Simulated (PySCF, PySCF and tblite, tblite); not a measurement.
# C8H16Si: telling isomers apart by computed NMR, part 3 of 3

PySCF and tblite. Atoms count from 0. Earlier steps stand in the parts before.

## 11. Averages, isomer A: properties at BP86/pcSseg-1 in acetonitrile

What the job is given:

```
{"job": {"study": "conf", "smiles": "C=C1C[C@H](C)C[C@H]([SiH3])C1", "search": {"seed": 5245, "n_embed": 60, "ff_keep": 14, "window": 2.5, "nmax": 4, "temps": [250, 298.15, 350], "t_ref": 298.15, "order": 0.002}, "level": {"nmr": {"xc": "BP86", "basis": "pcSseg-1", "solvent": "acetonitrile"}, "alter": {"geometry": "GFN1-xTB"}, "change": "BP86/pcSseg-1; solvent acetonitrile; GFN1-xTB geometries"}, "kind": "conf"}, "charge": 0, "multiplicity": 1}
C     -1.008823     2.750752    -0.035979
C     -0.604616     1.547721     0.347861
C     -1.544747     0.385489     0.521494
C     -1.135945    -0.759468    -0.421744
C     -2.057597    -1.967017    -0.235175
C      0.325816    -1.150642    -0.169418
C      1.274978     0.059764    -0.369092
Si     3.107003    -0.415600    -0.126059
C      0.841854     1.210751     0.586262
H     -2.051190     2.975190    -0.220420
H     -0.318691     3.573226    -0.170924
H     -2.574605     0.688686     0.310297
H     -1.502143     0.029577     1.557544
H     -1.227633    -0.403094    -1.457270
H     -3.092708    -1.686279    -0.432461
H     -1.777662    -2.765514    -0.923307
H     -1.989519    -2.347819     0.785100
H      0.604379    -1.953839    -0.861149
H      0.427540    -1.543591     0.849532
H      1.094751     0.430709    -1.395523
H      3.957123     0.739619    -0.355882
H      3.318169    -0.889929     1.231290
H      3.475797    -1.470607    -1.054209
H      0.977338     0.893696     1.627766
H      1.470194     2.092365     0.420600
```

Log:

```text
conformer  sym    E(xTB)   E(DFT)   G(298.15 K)  weight  dipole/D
    1     C1      0.000    0.000    0.000   1.0000    0.932

mean shielding (ppm) by class
class atoms           250 K   298.15 K      350 K
  0 C  0             73.438     73.438     73.438
  1 C  1             19.557     19.557     19.557
  2 C  2            132.122    132.122    132.122
  3 C  3            135.544    135.544    135.544
  4 C  4            156.338    156.338    156.338
  5 C  5            137.383    137.383    137.383
  6 C  6            148.156    148.156    148.156
  7 Si 7             401.74     401.74     401.74
  8 C  8            137.154    137.154    137.154
  9 H  9             26.669     26.669     26.669
 10 H  10            26.664     26.664     26.664
 11 H  11            29.222     29.222     29.222
 12 H  12            29.716     29.716     29.716
 13 H  13             30.05      30.05      30.05
 14 H  14,15,16      30.531     30.531     30.531
 15 H  17            29.676     29.676     29.676
 16 H  18            30.511     30.511     30.511
 17 H  19            30.131     30.131     30.131
 18 H  20,21,22      28.128     28.128     28.128
 19 H  23            29.514     29.514     29.514
 20 H  24             29.18      29.18      29.18
```

Wall time 37 s (1 thread of Arm Neoverse V2, shared host). This counts the runs that the step sums up.

Against the first level, at 298 K (shieldings, ppm; largest changes first):

```
atoms  PBE0/pcSseg-1  BP86/pcSseg-1 in acetonitrile  change
   C6          159.4                          148.2   -11.3
  Si7          411.4                          401.7    -9.6
   C3          145.0                          135.5    -9.4
   C1           28.0                           19.6    -8.5
   C5          145.2                          137.4    -7.8
   C8          144.8                          137.2    -7.7
   C2          139.0                          132.1    -6.8
   C4          161.8                          156.3    -5.5
   C0           74.5                           73.4    -1.1
  H19          30.71                          30.13   -0.58
```

Weights: from PBE0/pcSseg-1 energies 1: 100 %; from BP86/pcSseg-1 in acetonitrile energies 1: 100 % (with a dispersion term where the level has one and the same thermal terms, so they don't follow from the SCF energies alone). Times: 55 s and 37 s.

## 12. The test of assignment

What the job is given:

```
{"job": {"study": "set", "relation": "diastereomers", "members": [{"smiles": "[CH2:1]=[C:2]1[CH2:3][C@H:4]([CH3:5])[CH2:6][C@H:7]([SiH3:8])[CH2:9]1"}, {"smiles": "[CH2:1]=[C:2]1[CH2:3][C@@H:4]([CH3:5])[CH2:6][C@H:7]([SiH3:8])[CH2:9]1"}], "charge": 0, "search": {"seed": 5245, "n_embed": 60, "ff_keep": 14, "window": 2.5, "nmax": 4, "temps": [250, 298.15, 350], "t_ref": 298.15, "order": 0.002}, "level": {"nmr": {"xc": "PBE0", "basis": "pcSseg-1"}}, "dp4": {"C": [2.0, 10], "H": [0.2, 10]}, "second_levels": [{"nmr": {"xc": "BP86", "basis": "pcSseg-1", "solvent": "acetonitrile"}, "wide": true, "alter": {"geometry": "GFN1-xTB"}, "change": "BP86/pcSseg-1; solvent acetonitrile; GFN1-xTB geometries"}], "kind": "set"}, "charge": 0, "multiplicity": 1}
C     -1.003428     2.747576    -0.033215
C     -0.601478     1.545200     0.343577
C     -1.536275     0.385437     0.515483
C     -1.131917    -0.759130    -0.422642
C     -2.049345    -1.963931    -0.235965
C      0.329153    -1.134278    -0.169301
C      1.258773     0.062397    -0.366374
Si     3.089484    -0.413207    -0.123916
C      0.838354     1.196918     0.577122
H     -2.041842     2.970010    -0.215211
H     -0.312603     3.563779    -0.165193
H     -2.564661     0.690183     0.313023
H     -1.484563     0.027312     1.548368
H     -1.224975    -0.403184    -1.455865
H     -3.084363    -1.691488    -0.430821
H     -1.771235    -2.765182    -0.917394
H     -1.980162    -2.341352     0.782574
H      0.617238    -1.941772    -0.847277
H      0.428785    -1.510502     0.852831
H      1.120978     0.424655    -1.392862
H      3.929307     0.761483    -0.362037
H      3.288971    -0.889530     1.247083
H      3.437254    -1.477907    -1.066686
H      0.967324     0.867504     1.612826
H      1.470291     2.073152     0.421007
```

Log:

```text
isomer  G rel   conformers  SMILES
A     0.000      1   C=C1C[C@H](C)C[C@H]([SiH3])C1
B     0.514      2   C=C1C[C@@H](C)C[C@H]([SiH3])C1

signals of isomer A at the second level: probabilities [1.0, 0.0]
```

It took 3.1 min on 1 thread of Arm Neoverse V2, shared host; peak memory 1.2 GiB. This counts the whole study up to here.

The 2 candidates (diastereomers), with energies and dipoles from their ensembles above, at 298 K; shieldings at PBE0/pcSseg-1:

```
isomer                          SMILES  conformers    ΔE    ΔG  μ rms (D)
     A   C=C1C[C@H](C)C[C@H]([SiH3])C1           1  0.00  0.00       0.64
     B  C=C1C[C@@H](C)C[C@H]([SiH3])C1           2  0.54  0.51       0.72
```

Energies in kcal/mol.

The signals of isomer A, computed at a second level (BP86/pcSseg-1 in acetonitrile on GFN1-xTB geometries), stand in for a spectrum. The test takes 8 C values, 11 H values (hydrogens on carbon alone). Each candidate's shieldings are matched to them by assigned atoms (like hydrogens of one group may swap) by a straight-line fit, or by a shift alone where signals are few or close (slope 1; a small slope inflates the errors), and the errors are weighed by Student-t tails (C: width 2.0 ppm, H: width 0.2 ppm).

```
candidate  C slope  C mean error  C largest  H slope  H mean error  H largest   P(C)  P(H)  P(all)
        A     1.02           2.1        5.3     1.07          0.06       0.23  100.0  99.2   100.0
        B     1.04           4.4       10.1     1.00          0.14       0.36    0.0   0.8     0.0
```

Errors in ppm, probabilities in per cent.

Residual dipolar couplings of isomer A's ensemble (a model order matrix), fitted to each candidate's leading conformer, give Q = A 0.00, B 0.03.

## 13. Summary of results

The summary covers parts 1 to 3.

| quantity | value |
| --- | --- |
| conformers, isomer A | 1; the first in weight is no. 1 (C1), 100 % at 298 K |
| root-mean-square dipole, isomer A | 0.64 D |
| averaged 13C shifts, isomer A (PBE0/pcSseg-1) | 158.9, 112.4, 48.0, 42.1, 41.9, 41.7, 27.5, 25.1 ppm |
| averaged 1H shifts, isomer A (PBE0/pcSseg-1) | 4.96, 4.96, 3.74, 2.29, 2.29, 1.82, 1.76, 1.69, 1.38, 1.02, 1.00, 0.84 ppm |
| averaged 29Si shifts, isomer A (PBE0/pcSseg-1) | -62.2 ppm |
| conformers, isomer B | 2; the first in weight is no. 2 (C1), 66 % at 298 K |
| root-mean-square dipole, isomer B | 0.72 D |
| averaged 13C shifts, isomer B (PBE0/pcSseg-1) | 155.1, 115.7, 46.1, 42.2, 40.0, 34.7, 21.7, 21.3 ppm |
| averaged 1H shifts, isomer B (PBE0/pcSseg-1) | 5.05, 5.02, 3.75, 2.40, 2.35, 2.02, 1.92, 1.85, 1.64, 1.49, 1.42, 1.03 ppm |
| averaged 29Si shifts, isomer B (PBE0/pcSseg-1) | -64.2 ppm |
| lowest in free energy | isomer A |
| signals of A (BP86/pcSseg-1 in acetonitrile on GFN1-xTB geometries) | best fit A, 100 % |

What this shows: The search found one conformer for isomer A in the window, so the averages are its own values. At 298 K conformer 2 holds 66 % of the ensemble for isomer B (67 % at 250 K, 65 % at 350 K). xTB puts no. 1 lowest, DFT no. 2. Among conformers of isomer B over 5 %, C4 differs by 5.9 ppm, while the average moves by 0.1 ppm from 250 to 350 K. Going from PBE0/pcSseg-1 to BP86/pcSseg-1 in acetonitrile moves C6 of isomer A most, by 11.3 ppm of raw shielding (the geometries differ too). The test names the right isomer, A, with 100 %. The stand-in spectrum is computed, so it shares conformers and some errors with the candidates; a measured one would test harder.
